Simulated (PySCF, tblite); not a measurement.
# P₂₄H₁₄: electronic excitations, NMR shifts

What do calculations give for the electronic excitations, NMR shifts of P₂₄H₁₄?

Programs: tblite 0.8.0 and PySCF 2.14.0, with routines of our own; each step states its level. All values are computed. Atoms count from 0.

### Step 1. The starting structure

38 atoms, charge 0, multiplicity 1; geometry from: force field, distance geometry or constructed start.

### Step 2. Relaxing the molecule with GFN2-xTB

The job: settings as JSON, then the geometry in Å.

```
{"job": {"kind": "relax", "xc": "GFN2-xTB", "basis": "xTB"}, "charge": 0, "multiplicity": 1}
P      5.387500     0.122500    -0.621600
P      3.743100     1.071600     0.613100
P      2.115200     0.122000    -0.619000
P      2.109300    -1.760700     0.613800
P      3.745300    -2.711100    -0.616600
P      5.379300    -1.765600     0.617400
P      0.473800    -2.708200    -0.623300
P      0.477100    -4.596600     0.621500
P      2.112700    -5.546100    -0.620400
P      3.743500    -4.600100     0.621600
P      0.471600     1.067800     0.617900
P     -1.165100     0.122300    -0.620000
P     -1.166000    -1.764400     0.625000
P     -2.796700    -2.710500    -0.622700
P     -2.801100    -4.594200     0.620200
P     -1.164500    -5.543400    -0.613700
P     -1.162200     5.794500    -0.619100
P     -2.800000     6.734000     0.619000
P     -4.435900     5.794400    -0.617500
P     -4.432500     3.904100     0.622700
P     -2.801200     2.962300    -0.618500
P     -1.163500     3.904700     0.619800
P      0.477100     2.963100    -0.613400
P     -2.803100     1.064700     0.618500
H      6.396700     0.712100     0.149000
H      3.740200     2.238600    -0.145600
H      6.396900    -2.348100    -0.148800
H      2.109400    -6.713900     0.149300
H      4.760500    -5.184100    -0.150100
H     -3.811500    -2.124200     0.151500
H     -3.809000    -5.183900    -0.149200
H     -1.164500    -6.713200     0.148300
H     -0.150000     6.378000     0.146200
H     -2.796800     7.906500    -0.144400
H     -5.447700     6.379700     0.144800
H     -5.448400     3.320200    -0.151000
H      1.486500     3.543800     0.144000
H     -3.811700     0.486300    -0.150700
```

Run with:

```bash
OMP_NUM_THREADS=4 python large_run.py task.json out
```

This one command runs all jobs of the session in turn.

What it wrote:

```text
step      E/eV     max force
  0   -1848.76766    1.549
  1   -1849.27210    0.977
  2   -1849.56923    0.201
  3   -1849.57853    0.176
  4   -1849.59541    0.156
  5   -1849.62026    0.209
  6   -1849.64010    0.209
  7   -1849.65068    0.161
  8   -1849.65522    0.126
  9   -1849.65863    0.114
 10   -1849.66353    0.166
 11   -1849.66996    0.185
 12   -1849.67667    0.141
 13   -1849.68131    0.097
 14   -1849.68393    0.065
 15   -1849.68578    0.099
 16   -1849.68816    0.132
 17   -1849.69176    0.153
 18   -1849.69606    0.138
 19   -1849.69923    0.081
 20   -1849.70048    0.045
 21   -1849.70095    0.038
 22   -1849.70139    0.044
 23   -1849.70210    0.061
 24   -1849.70318    0.072
 25   -1849.70442    0.063
 26   -1849.70527    0.040
 27   -1849.70564    0.027
 28   -1849.70584    0.025
 29   -1849.70612    0.033
 30   -1849.70655    0.045
 31   -1849.70712    0.048
 32   -1849.70762    0.034
 33   -1849.70792    0.025
 34   -1849.70809    0.021
 35   -1849.70827    0.024
 36   -1849.70851    0.032
 37   -1849.70879    0.033
 38   -1849.70900    0.025
 39   -1849.70911    0.015
```

Run time: 2.6 s. Hardware: 4 threads of Arm Neoverse V1, shared host; peak memory 0.16 GiB.

Step by step:

```csv
step,energy from step 0 (eV),largest force (eV/Å)
0,0.0000,1.5495
1,-0.5044,0.9770
2,-0.8016,0.2009
3,-0.8109,0.1762
4,-0.8277,0.1557
5,-0.8526,0.2084
6,-0.8724,0.2096
7,-0.8830,0.1605
8,-0.8876,0.1259
10,-0.8959,0.1661
12,-0.9090,0.1403
15,-0.9181,0.0994
17,-0.9241,0.1535
20,-0.9328,0.0448
22,-0.9337,0.0439
25,-0.9368,0.0630
27,-0.9380,0.0266
30,-0.9389,0.0453
32,-0.9400,0.0336
35,-0.9406,0.0244
36,-0.9408,0.0320
37,-0.9411,0.0336
38,-0.9413,0.0247
39,-0.9415,0.0150
```

Distances of close pairs at the start and the end, largest changes first:

```csv
bond,before (Å),after (Å),change (Å)
P0–P1,2.265,2.183,-0.082
P8–P9,2.258,2.179,-0.079
P20–P23,2.265,2.186,-0.079
P18–P19,2.261,2.184,-0.077
P14–P15,2.259,2.182,-0.077
P0–P5,2.258,2.182,-0.076
P13–P14,2.257,2.182,-0.074
P16–P17,2.258,2.184,-0.074
```

The final coordinates are the input of the step that follows.

### Step 3. Electronic excitations: TDDFT wB97X-D/6-31G*

The job: settings as JSON, then the geometry in Å.

```
{"job": {"kind": "uv", "basis": "6-31G*", "grid": 1, "kgrid": 0, "vcut": 1.5, "nstates": 6, "ntriplets": 2, "tda": false, "delta": [], "pop": true, "xc": "wB97X-D"}, "charge": 0, "multiplicity": 1}
P      5.343234     0.117419    -0.539042
P      3.705827     1.086250     0.530518
P      2.086228     0.128723    -0.593132
P      2.069756    -1.728565     0.587090
P      3.696660    -2.677570    -0.558806
P      5.321719    -1.753548     0.584015
P      0.462253    -2.657293    -0.587453
P      0.470691    -4.540373     0.558969
P      2.094811    -5.480704    -0.572253
P      3.699809    -4.553813     0.572988
P      0.473315     1.063265     0.572419
P     -1.158661     0.121436    -0.574551
P     -1.154177    -1.742194     0.592546
P     -2.793071    -2.665586    -0.531605
P     -2.773483    -4.567365     0.538814
P     -1.142608    -5.485698    -0.583202
P     -1.133269     5.734052    -0.571422
P     -2.757787     6.682384     0.537707
P     -4.408179     5.729978    -0.537071
P     -4.398589     3.849322     0.572657
P     -2.777563     2.913997    -0.569832
P     -1.136468     3.860640     0.568075
P      0.480660     2.928360    -0.570388
P     -2.775866     1.048296     0.570033
H      6.312555     0.683457     0.299149
H      3.725541     2.195396    -0.327568
H      6.298791    -2.332218    -0.237490
H      2.070714    -6.621431     0.243026
H      4.699254    -5.104369    -0.242265
H     -3.763955    -2.129353     0.326593
H     -3.747859    -5.125990    -0.298520
H     -1.128853    -6.621239     0.238404
H     -0.147979     6.294112     0.253023
H     -2.767529     7.795355    -0.311332
H     -5.365820     6.295355     0.313150
H     -5.374836     3.276863    -0.253371
H      1.458411     3.512382     0.254144
H     -3.769282     0.494757    -0.256040
```

With the program's defaults for keys left out, this is: TDDFT wB97X-D/6-31G*, vertical, gas phase, core orbitals frozen in the response, virtual orbitals cut by energy.

What it wrote:

```text
start: PBE on a coarse grid of 45873 points
cycle   1  E = -8197.3252859805  dE =  3.723e+00  |g| = 2.532e-01  |ddm| = 8.056e+00
cycle   2  E = -8197.3383282113  dE = -1.304e-02  |g| = 1.826e-01  |ddm| = 1.289e+00
cycle   3  E = -8197.3464168154  dE = -8.089e-03  |g| = 1.236e-01  |ddm| = 6.382e-01
cycle   4  E = -8197.3508413359  dE = -4.425e-03  |g| = 5.515e-02  |ddm| = 3.274e-01
cycle   5  E = -8197.3518796171  dE = -1.038e-03  |g| = 1.856e-02  |ddm| = 1.435e-01
cycle   6  E = -8197.3519939059  dE = -1.143e-04  |g| = 6.707e-03  |ddm| = 4.626e-02
final grid: 177113 points
cycle   7  E = -8200.3881394317  dE = -3.699e-02  |g| = 5.695e-02  |ddm| = 9.674e-01
cycle   8  E = -8200.3912509995  dE = -3.112e-03  |g| = 2.559e-02  |ddm| = 2.792e-01
cycle   9  E = -8200.3915839870  dE = -3.330e-04  |g| = 2.208e-02  |ddm| = 1.085e-01
cycle  10  E = -8200.3918049616  dE = -2.210e-04  |g| = 3.077e-03  |ddm| = 6.331e-02
cycle  11  E = -8200.3918158037  dE = -1.084e-05  |g| = 1.701e-03  |ddm| = 1.240e-02
cycle  12  E = -8200.3918203271  dE = -4.523e-06  |g| = 3.722e-04  |ddm| = 5.231e-03
cycle  13  E = -8200.3918157212  dE =  4.606e-06  |g| = 1.721e-04  |ddm| = 2.202e-03
cycle  14  E = -8200.3918157292  dE = -8.025e-09  |g| = 4.083e-05  |ddm| = 5.264e-04
converged SCF energy = -8200.3918157292

Static polarisability (au): isotropic 594.353, principal 312.723 642.439 827.897

Singlet excitations
state   eV       nm        f      main configurations
  1   4.2459    292.0   0.00233   H-1->L 0.38, H-3->L 0.33
  2   4.2605    291.0   0.00514   H-3->L+1 0.34, H-1->L+1 0.23
  3   4.3154    287.3   0.02324   H->L 0.57
  4   4.3569    284.6   0.03723   H-2->L+2 0.17, H->L+1 0.17, H-2->L 0.13
  5   4.3589    284.4   0.00799   H-3->L+2 0.36, H->L+2 0.20
  6   4.3912    282.3   0.25834   H-1->L+2 0.41, H->L+2 0.14, H-3->L+5 0.10

Triplet excitations (Tamm-Dancoff, eV): 3.7136 3.7653
```

It took 4.9 min on 4 threads of Arm Neoverse V1, shared host; peak memory 2.3 GiB.

The orbitals next to the gap, with their largest atomic shares:

```csv
orbital,eV,atoms
HOMO−4,-8.46,"P8 10 %, P9 10 %, P14 10 %"
HOMO−3,-8.22,"P6 13 %, P3 13 %, P12 7 %"
HOMO−2,-8.10,"P12 11 %, P4 10 %, P13 9 %"
HOMO−1,-8.10,"P10 17 %, P11 14 %, P2 8 %"
HOMO,-8.06,"P21 18 %, P20 18 %, P16 8 %"
LUMO,-0.24,"P10 8 %, P11 8 %, P22 7 %"
LUMO+1,-0.13,"P2 8 %, P12 8 %, P11 8 %"
LUMO+2,-0.10,"P2 9 %, P12 9 %, P3 7 %"
LUMO+3,-0.08,"P6 8 %, P3 7 %, P12 7 %"
```

With each of the 6 states as a Gaussian band of 0.4 eV half-width at 1/e, the curve within the window shown has maxima at 283 nm (ε 13,000) L/(mol cm). Beyond the last state computed it falls off for lack of states. The curve at chosen wavelengths:

```tsv
nm	ε (L/mol/cm)
264	7354
267	8864
270	10292
273	11538
276	12517
279	13166
282	13454
285	13379
288	12971
291	12278
294	11365
297	10300
300	9154
303	7986
306	6847
309	5777
312	4800
315	3932
318	3178
321	2537
324	2002
327	1563
330	1207
333	924
336	701
339	527
```

Further results of this job:

```csv
property,computed
dipole moment (D),0.01
polarisability (Å³),88.07
HOMO–LUMO gap (eV),7.82
−ε(HOMO) (eV),8.06
```

### Step 4. NMR shifts: GIAO KT3/pcSseg-1

Settings changed since step 3:

```diff
@@ -1,2 +1,2 @@
-{"job": {"kind": "uv", "basis": "6-31G*", "grid": 1, "kgrid": 0, "vcut": 1.5, "nstates": 6, "ntriplets": 2, "tda": false, "delta": [], "pop": true, "xc": "wB97X-D"}, "charge": 0, "multiplicity": 1}
+{"job": {"kind": "nmr", "xc": "KT3", "basis": "pcSseg-1", "pop": false}, "charge": 0, "multiplicity": 1}
 P      5.343234     0.117419    -0.539042
```

Level: GIAO KT3/pcSseg-1 NMR shielding, non-relativistic, gas phase.

What it wrote:

```text
start: PBE on a coarse grid of 45873 points
cycle   1  E = -8196.8267571862  dE =  3.548e+00  |g| = 3.847e-01  |ddm| = 7.526e+00
cycle   2  E = -8196.8458978830  dE = -1.914e-02  |g| = 1.592e-01  |ddm| = 9.982e-01
cycle   3  E = -8196.8489280541  dE = -3.030e-03  |g| = 1.036e-01  |ddm| = 4.603e-01
cycle   4  E = -8196.8519921930  dE = -3.064e-03  |g| = 3.654e-02  |ddm| = 2.328e-01
cycle   5  E = -8196.8523929696  dE = -4.008e-04  |g| = 1.503e-02  |ddm| = 9.657e-02
cycle   6  E = -8196.8524580258  dE = -6.506e-05  |g| = 6.687e-03  |ddm| = 3.804e-02
final grid: 334712 points
cycle   7  E = -8262.5416397665  dE = -1.322e-01  |g| = 5.827e-01  |ddm| = 1.446e+00
cycle   8  E = -8262.5514341679  dE = -9.794e-03  |g| = 2.761e-01  |ddm| = 8.500e-01
cycle   9  E = -8262.5561619621  dE = -4.728e-03  |g| = 9.504e-02  |ddm| = 4.785e-01
cycle  10  E = -8262.5591087324  dE = -2.947e-03  |g| = 2.610e-02  |ddm| = 2.031e-01
cycle  11  E = -8262.5593258954  dE = -2.172e-04  |g| = 7.268e-03  |ddm| = 6.087e-02
cycle  12  E = -8262.5593460505  dE = -2.016e-05  |g| = 2.467e-03  |ddm| = 1.883e-02
cycle  13  E = -8262.5593534651  dE = -7.415e-06  |g| = 9.126e-04  |ddm| = 6.488e-03
cycle  14  E = -8262.5593533793  dE =  8.578e-08  |g| = 4.313e-04  |ddm| = 2.259e-03
cycle  15  E = -8262.5593458703  dE =  7.509e-06  |g| = 1.048e-04  |ddm| = 9.585e-04
cycle  16  E = -8262.5593474129  dE = -1.543e-06  |g| = 4.664e-05  |ddm| = 2.685e-04
converged SCF energy = -8262.5593474129

GIAO shielding tensors (ppm)
atom      isotropic    diamagn.    paramagn.     s11        s22        s33       span
  0 P      468.217     966.970    -498.753    426.727    455.739    522.185     95.458
  1 P      460.750     966.626    -505.876    403.792    459.263    519.194    115.402
  2 P      376.029     961.665    -585.636    311.125    364.559    452.402    141.277
  3 P      368.742     960.335    -591.593    315.084    324.745    466.398    151.314
  4 P      384.666     966.359    -581.694    331.336    367.093    455.569    124.233
  5 P      455.522     968.108    -512.586    397.480    456.660    512.425    114.945
  6 P      368.816     960.339    -591.523    315.313    324.690    466.445    151.132
  7 P      384.513     966.374    -581.861    331.270    366.617    455.654    124.384
  8 P      453.808     968.783    -514.975    398.314    457.153    505.957    107.643
  9 P      453.873     968.776    -514.903    398.553    457.004    506.063    107.510
 10 P      374.543     960.794    -586.251    308.443    370.546    444.640    136.198
 11 P      374.665     960.792    -586.127    308.704    370.635    444.657    135.953
 12 P      376.200     961.652    -585.452    311.162    364.966    452.472    141.310
 13 P      460.930     966.613    -505.684    404.077    459.135    519.576    115.500
 14 P      468.184     966.972    -498.788    426.892    455.700    521.960     95.068
 15 P      455.302     968.118    -512.817    397.197    456.777    511.932    114.735
 16 P      456.180     967.846    -511.666    399.570    461.221    507.749    108.179
 17 P      473.261     967.493    -494.233    433.869    458.189    527.724     93.854
 18 P      473.464     967.492    -494.028    434.163    458.246    527.984     93.821
 19 P      456.788     967.853    -511.065    399.434    462.052    508.878    109.444
 20 P      387.213     965.106    -577.893    337.816    364.437    459.384    121.568
 21 P      386.865     965.104    -578.239    336.739    364.590    459.266    122.528
 22 P      442.894     964.865    -521.972    379.392    451.073    498.216    118.825
 23 P      443.534     964.846    -521.312    379.383    451.843    499.375    119.992
 24 H       28.205      30.193      -1.987     22.293     25.120     37.203     14.910
 25 H       28.550      29.603      -1.053     21.168     29.329     35.154     13.986
 26 H       28.565      32.856      -4.291     22.629     26.222     36.845     14.216
 27 H       28.455      33.228      -4.773     22.399     26.198     36.768     14.369
 28 H       28.448      33.215      -4.767     22.382     26.190     36.772     14.389
 29 H       28.551      29.597      -1.046     21.169     29.326     35.159     13.989
 30 H       28.204      30.188      -1.984     22.289     25.119     37.205     14.916
 31 H       28.567      32.863      -4.296     22.634     26.224     36.841     14.207
 32 H       28.584      29.812      -1.228     22.422     27.558     35.771     13.348
 33 H       28.366      30.455      -2.089     22.755     25.070     37.271     14.516
 34 H       28.365      30.454      -2.089     22.751     25.065     37.278     14.528
 35 H       28.591      29.823      -1.232     22.429     27.564     35.781     13.352
 36 H       28.682      30.809      -2.128     21.022     30.620     34.403     13.380
 37 H       28.689      30.803      -2.114     21.023     30.629     34.414     13.390
```

Run time: 22 s. Hardware: 4 threads of Arm Neoverse V1, shared host; peak memory 1.7 GiB.

Shifts follow as δ = σ(reference) − σ, with reference shieldings (ppm) from runs at the same level and on the same kind of geometry: 1H TMS 31.76, 31P PH3 612.2. The references are single molecules in the gas phase, so shifts against H2O, NH3, PH3, H3PO4 or CFCl3 are not on the usual liquid scales and can be off by tens of ppm. Atoms listed in one row are averaged.

```csv
atoms,environment,σ (ppm),δ (ppm)
"H24, H30",hydrogen on a phosphorus bonded to 2 P,28.20,3.56
"H33, H34",hydrogen on a phosphorus bonded to 2 P,28.37,3.39
"H27, H28",hydrogen on a phosphorus bonded to 2 P,28.45,3.31
"H25, H29",hydrogen on a phosphorus bonded to 2 P,28.55,3.21
"H26, H31",hydrogen on a phosphorus bonded to 2 P,28.57,3.19
"H32, H35",hydrogen on a phosphorus bonded to 2 P,28.59,3.17
"H36, H37",hydrogen on a phosphorus bonded to 2 P,28.69,3.07
"P3, P6",phosphorus bonded to 3 P,368.8,243.4
"P10, P11",phosphorus bonded to 3 P,374.6,237.6
"P2, P12",phosphorus bonded to 3 P,376.1,236.1
"P4, P7",phosphorus bonded to 3 P,384.6,227.6
"P20, P21",phosphorus bonded to 3 P,387.0,225.1
"P22, P23","phosphorus bonded to 2 P, H",443.2,169.0
"P8, P9","phosphorus bonded to 2 P, H",453.8,158.3
"P5, P15","phosphorus bonded to 2 P, H",455.4,156.8
"P16, P19","phosphorus bonded to 2 P, H",456.5,155.7
"P1, P13","phosphorus bonded to 2 P, H",460.8,151.3
"P0, P14","phosphorus bonded to 2 P, H",468.2,144.0
"P17, P18","phosphorus bonded to 2 P, H",473.4,138.8
```

Ring of atoms P0, P1, P2, P3, P4, P5: NICS(0) -5.7, NICS(1) -4.5, NICS(1)zz 5.5 ppm (means of both faces).

Ring of atoms P2, P3, P6, P10, P11, P12: NICS(0) -5.3, NICS(1) -4.2, NICS(1)zz 7.9 ppm (means of both faces).

Ring of atoms P3, P4, P6, P7, P8, P9: NICS(0) -5.7, NICS(1) -4.5, NICS(1)zz 6.1 ppm (means of both faces).

### Step 5. Outcome

| quantity | value |
| --- | --- |
| lowest singlet (wB97X-D/6-31G*) | 4.25 eV (292 nm), f = 0.002 |
| brightest single state of those computed | state 6, 4.39 eV, f = 0.258 |
| lowest triplet | 3.71 eV |
| 1H shifts against TMS (KT3/pcSseg-1, means over atoms taken as alike) | 3.56, 3.39, 3.31, 3.21, 3.19, 3.17, 3.07 ppm |
| 31P shifts against PH3 (KT3/pcSseg-1, means over atoms taken as alike) | 243.4, 237.6, 236.1, 227.6, 225.1, 169.0, 158.3, 156.8, 155.7, 151.3, 144.0, 138.8 ppm |

In words: The first singlet state (HOMO−1→LUMO 0.38, HOMO−3→LUMO 0.33) lies at 4.25 eV and is weak; of the 6 states computed, the strongest absorption comes from state 6 at 4.39 eV (the last computed, so partners may be missing). The lowest triplet lies 0.53 eV below the lowest singlet (triplets in Tamm-Dancoff, singlets in full TDDFT). At KT3/pcSseg-1: Shielding is most anisotropic at P3, P6 (span 151 ppm, paramagnetic term -592 ppm).
